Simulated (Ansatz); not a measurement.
# CH3ClZn: the cost of one run

Method: PBE0-D4/def2-TZVP structures, single points in def2-TZVPP, no counterpoise correction; program: Ansatz 0.2.0, Gaussian basis.

Levels: SPW92, PBE-D4, BLYP-D4, r2SCAN-D4, B97M-V, PBE0-D4, B3LYP-D4, r2SCAN0-D4, BHLYP-D4, CAM-B3LYP-D4, wB97X-V, wB97M-V, B2PLYP, PBE-QIDH, RPA on PBE, Hartree-Fock, MP2, CCSD, CCSD(T).

Correlated methods freeze the cores. The 3s and 3p shells of Cu and Zn are frozen; filled d shells are correlated. B3LYP uses VWN-RPA correlation. B2PLYP carries no dispersion term here.

94 further runs of the same task are left out: 94 set aside as unsound or not needed. Runs told in other sessions of the task aren't counted.

## (1) Starting geometry

The complex: 8 atoms, charge 0, spin multiplicity 1.

Atoms are counted from 1 here; the program's logs count them from 0.

Bond lengths: Zn1–Cl3 2.117 Å, Zn1–C5 1.932 Å, Cl2–H4 1.281 Å, C5–H6 1.091 Å, C5–H7 1.092 Å, C5–H8 1.092 Å. Angles: Cl3–Zn1–C5 173.3°, Zn1–C5–H6 111.1°, Zn1–C5–H7 110.2°, Zn1–C5–H8 110.2°, H6–C5–H7 108.3°, H6–C5–H8 108.3°, H7–C5–H8 108.6°.

Geometry (Å):

| atom | x (Å) | y (Å) | z (Å) |
| --- | --- | --- | --- |
| Zn1 | -0.80589 | 0.64184 | -0.64390 |
| Cl2 | -0.36933 | -2.33316 | -0.93184 |
| Cl3 | -2.31197 | 0.67043 | -2.13174 |
| H4 | 0.54984 | -2.43478 | -0.04520 |
| C5 | 0.53463 | 0.83700 | 0.73354 |
| H6 | 0.60890 | 1.87353 | 1.06640 |
| H7 | 0.28197 | 0.21734 | 1.59681 |
| H8 | 1.51176 | 0.52770 | 0.35592 |

Its parts: CH3ClZn holds atoms 1, 3, 5, 6, 7, 8; HCl holds atoms 2, 4. Each part counts its atoms afresh in its own runs.

## (2) Relaxing CH3ClZn alone

File relax-a/in.yaml:

```yaml
crystal:
  periodic: [false, false, false]
  atoms:
    - {symbol: Zn, position_ang: [-0.805892, 0.641844, -0.643901]}
    - {symbol: Cl, position_ang: [-2.311969, 0.670429, -2.131736]}
    - {symbol: C, position_ang: [0.534628, 0.837002, 0.733542]}
    - {symbol: H, position_ang: [0.608901, 1.873530, 1.066400]}
    - {symbol: H, position_ang: [0.281967, 0.217338, 1.596808]}
    - {symbol: H, position_ang: [1.511762, 0.527695, 0.355924]}
basis:
  gaussian: {orbitals: def2-TZVP}
hamiltonian: {xc: pbe0, dispersion: d4}
relax: {f_tol: 0.005, max_steps: 200}
```

The run is started by

```
$ ansatz run in.yaml --threads 8 --pin off --events-out ev --progress --plain --max-ram 19148MiB
```

**Question.** How long does this run take on 8 threads of Intel Xeon at 2.50GHz, shared host?

About 11 s.
